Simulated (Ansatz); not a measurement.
# Zr2H3Pd (P1) in Ansatz: convergence with xc grid

Aim: find how far xc grid must go before the results for Zr2H3Pd settle, at PBE. This setting moves, with any that are tied to it; all else stays.

Everything below comes from runs of Ansatz 0.2.0. Logs are shortened: lines on timing, memory, paths and dates and some standing lists are left out, and cuts for length are marked.

## (1) The cell of the first run

The typed cell holds 6 atoms: a = 7.073 Å, b = 7.073 Å, c = 7.073 Å, α = 153.80°, β = 153.80°, γ = 37.40°.

The cell comes from a database or a generator and needn't be the stable form of this composition.

The cell isn't the ideal one: atoms moved at random, drawn with an rms of 0.05 Å.

## (2) With xc grid 1

The input, input.yaml:

```yaml
crystal:
  lattice:
    - [-1.603393, 1.603393, 6.70001]
    - [1.603393, -1.603393, 6.70001]
    - [1.603393, 1.603393, -6.70001]
  atoms:
    - { symbol: Pd, position: [-0.008783, 0.002749, 4.7e-05] }
    - { symbol: Zr, position: [0.352981, 0.363227, 0.009649] }
    - { symbol: Zr, position: [0.661468, 0.628072, -0.000701] }
    - { symbol: H, position: [0.241134, 0.736914, 0.480168] }
    - { symbol: H, position: [0.731933, 0.23929, 0.468661] }
    - { symbol: H, position: [0.496636, 0.521063, 0.015948] }
hamiltonian:
  xc: pbe
  pseudopotentials: { kind: paw, source: jth }
kpoints:
  mp_grid: { grid: [6, 6, 8] }
scf:
  occupations: { method: fermi_dirac, width: 0.1 }
output:
  forces: true
  stress: true
  eigenvalues: true
basis:
  xc_grid: 1
```

Potentials or basis: JTH PAW.

The run is started by

```console
ansatz run input.yaml --threads 2 --pin off --max-ram 5632MiB --backend cpu --events-out ev --progress --plain --runs-dir out
```

Standard output:

```text
Warning: the checks of this Pd dataset prove no rule for summing its radial tables, as where they were carried onto another mesh than they were made on, and Gregory's rule is taken, under which a leading mesh point left out moves its sums only by what lay on the interval it spanned. That does not make them correct, and they differ from Quantum ESPRESSO's on this file; a re-export a fraction of a mesh step off can move them. hamiltonian.pseudopotentials.radial_quadrature: simpson_from_first_knot sums it by `pw.x`'s rule; on a PAW file no value gives `pw.x`'s numbers. What more to know: hamiltonian.pseudopotentials.radial_quadrature, in the input reference
Warning: the checks of this Zr dataset prove no rule for summing its radial tables, as where they were carried onto another mesh than they were made on, and Gregory's rule is taken, under which a leading mesh point left out moves its sums only by what lay on the interval it spanned. That does not make them correct, and they differ from Quantum ESPRESSO's on this file; a re-export a fraction of a mesh step off can move them. hamiltonian.pseudopotentials.radial_quadrature: simpson_from_first_knot sums it by `pw.x`'s rule; on a PAW file no value gives `pw.x`'s numbers. What more to know: hamiltonian.pseudopotentials.radial_quadrature, in the input reference
Warning: the checks of this H dataset prove no rule for summing its radial tables, as where they were carried onto another mesh than they were made on, and Gregory's rule is taken, under which a leading mesh point left out moves its sums only by what lay on the interval it spanned. That does not make them correct, and they differ from Quantum ESPRESSO's on this file; a re-export a fraction of a mesh step off can move them. hamiltonian.pseudopotentials.radial_quadrature: simpson_from_first_knot sums it by `pw.x`'s rule; on a PAW file no value gives `pw.x`'s numbers. What more to know: hamiltonian.pseudopotentials.radial_quadrature, in the input reference
Warning: basis.ecutrho_ratio 4 (ecutrho = 4440 eV, dense FFT grid 36×36×80): the grid does not resolve the core-correction charge of Pd (measure 0.08 e/Å^2.5); warned from 0.08. The energy and each atom's force then go with where the atoms sit on the grid: on a 12-atom cubic HfO2 cell under PBE a rigid shift of all atoms moved the force on Hf by 0.18 eV/Å at 0.48, by 0.036 at 0.24 and by 0.007 at 0.11. If this deck is also warned that a cutoff or its ratio is below what is recommended, mend that before anything below. First try basis.xc_grid, which is 1 on this run (the dense grid itself), where it is not refused (2, then 3). Above 1 the core-correction charge is laid on the exchange–correlation grid, and this warning is never given, whether or not the level is enough: its absence clears nothing. Test the level that you keep as below, above all under a meta-GGA. That key's page has a check by the forces of two runs, which can only reject a level. A larger basis.ecutrho_ratio can raise measure and error alike: a --dry-run at basis.xc_grid: 1 prints this line at no cost. To test a result, follow "To test a result" on basis.ecutrho_ratio's page in the input reference, which also says what the measure is; its shift on this grid is (0.003968, 0.007937, 0.017262), in fractions of the lattice vectors of the cell that is solved
Warning: RAYON_NUM_THREADS=2 ignored (pool sized by the plan → 2); use --threads N
[... 74 lines left out ...]
  P = ⅓ Tr σ = -0.5916 GPa (-5.916 kbar)
--- Band table (eV; the first three rows and the last of 148) ---
  k-point 0: bands = ["-69.4536", "-35.2317", "-35.2290", "-35.0558", "-33.9402", "-33.9030", "-12.2561", "-11.9220", "-11.7080", "-11.7066", "-11.6619", "-11.6604", "6.2180", "8.3510", "10.9784", "11.1573", "11.9104", "12.0273", "12.4670", "12.4776", "12.8588", "14.7013", "15.1165", "16.9125", "17.0232", "17.1648", "17.6194", "17.6283", "18.9860"]
  k-point 1: bands = ["-69.4530", "-35.2373", "-35.2349", "-35.0533", "-33.9236", "-33.8928", "-12.2198", "-11.9273", "-11.7825", "-11.7641", "-11.7468", "-11.7255", "6.6858", "8.6177", "11.0544", "11.2142", "11.9924", "12.0097", "12.2455", "12.5626", "12.9454", "14.9807", "15.0683", "15.8283", "16.4504", "17.3506", "17.6212", "18.0277", "18.7409"]
  k-point 2: bands = ["-69.4516", "-35.2503", "-35.2477", "-35.0481", "-33.8854", "-33.8670", "-12.1430", "-11.9623", "-11.9589", "-11.9273", "-11.8826", "-11.8660", "7.7390", "9.1636", "10.5964", "11.7872", "11.8232", "11.8426", "11.8959", "12.2424", "13.8102", "15.1314", "15.8258", "15.9541", "16.3884", "16.8725", "16.8951", "17.2653", "19.3968"]
  k-point 147: bands = ["-69.4536", "-35.2317", "-35.2290", "-35.0560", "-33.9309", "-33.9122", "-12.1763", "-12.0064", "-11.7085", "-11.7071", "-11.6613", "-11.6600", "7.0795", "7.3030", "10.5702", "10.7695", "11.8298", "12.4842", "12.4968", "12.8595", "14.1770", "14.2228", "14.3538", "16.2585", "16.3068", "17.9161", "18.7426", "18.8438", "18.8902"]
```

It took 69 s on 2 threads of Arm Neoverse V1, shared host; peak memory 1.1 GiB.

What came out:

```
Free energy            : -15375.8420 eV
Pressure               : -0.6 GPa
Largest force          : 0.586 eV/Å
Band gap on the k mesh : none (metal or under the smearing width)
```

## (3) With xc grid 2

Edit input.yaml of step 2 so:

```diff
@@ -24,2 +24,2 @@
 basis:
-  xc_grid: 1
+  xc_grid: 2
```

Potentials or basis: JTH PAW.

The run is started by

```console
ansatz run input.yaml --threads 2 --pin off --max-ram 5632MiB --backend cpu --events-out ev --progress --plain --runs-dir out
```

Run time: 69 s. Hardware: 2 threads of Arm Neoverse V1, shared host; peak memory 1.1 GiB.

What came out:

| Item | Value |
| --- | --- |
| Free energy | -15375.8419 eV |
| Pressure | -0.6 GPa |
| Largest force | 0.586 eV/Å |
| Band gap on the k mesh | none (metal or under the smearing width) |

## (4) With xc grid 3

Edit input.yaml of step 3 so:

```diff
@@ -24,2 +24,2 @@
 basis:
-  xc_grid: 2
+  xc_grid: 3
```

The run is started by

```console
ansatz run input.yaml --threads 2 --pin off --max-ram 5632MiB --backend cpu --events-out ev --progress --plain --runs-dir out
```

Run time: 70 s. Hardware: 2 threads of Arm Neoverse V1, shared host; peak memory 1.1 GiB.

It converged, with:

- Free energy: -15375.8419 eV
- Pressure: -0.6 GPa
- Largest force: 0.586 eV/Å
- Band gap on the k mesh: none (metal or under the smearing width)

## (5) With xc grid 4

Edit input.yaml of step 4 so:

```diff
@@ -24,2 +24,2 @@
 basis:
-  xc_grid: 3
+  xc_grid: 4
```

The run is started by

```console
ansatz run input.yaml --threads 2 --pin off --max-ram 5632MiB --backend cpu --events-out ev --progress --plain --runs-dir out
```

Run time: 71 s. Hardware: 2 threads of Arm Neoverse V1, shared host; peak memory 1.3 GiB.

The run converged. Its results:

| Property | Result |
| --- | --- |
| Free energy | -15375.8419 eV |
| Pressure | -0.6 GPa |
| Largest force | 0.586 eV/Å |
| Band gap on the k mesh | none (metal or under the smearing width) |

## (6) With xc grid 5

Edit input.yaml of step 5 so:

```diff
@@ -24,2 +24,2 @@
 basis:
-  xc_grid: 4
+  xc_grid: 5
```

Potentials or basis: JTH PAW.

The run is started by

```console
ansatz run input.yaml --threads 2 --pin off --max-ram 5632MiB --backend cpu --events-out ev --progress --plain --runs-dir out
```

Wall time 72 s (2 threads of Arm Neoverse V1, shared host); peak memory 1.5 GiB.

Results (log left out):

```yaml
Free_energy: -15375.8419 eV
Pressure: -0.6 GPa
Largest_force: 0.586 eV/Å
Band_gap_on_the_k_mesh: none (metal or under the smearing width)
```

## (7) Result

| xc grid | energy less the tightest run, at zero smearing (meV/atom) | SCF cycles | CPU time (s) | peak memory (GiB) |
| --- | --- | --- | --- | --- |
| 1 | -0.01 | 10 | 140 | 1.1 |
| 2 | 0.00 | 10 | 140 | 1.1 |
| 3 | 0.00 | 10 | 140 | 1.1 |
| 4 | 0.00 | 10 | 140 | 1.3 |
| 5 | 0.00 | 10 | 140 | 1.5 |

Against the tightest run, the energy stays within 1 meV/atom from 1 on. The tightest run that finished is the yardstick and may itself not be fully converged.
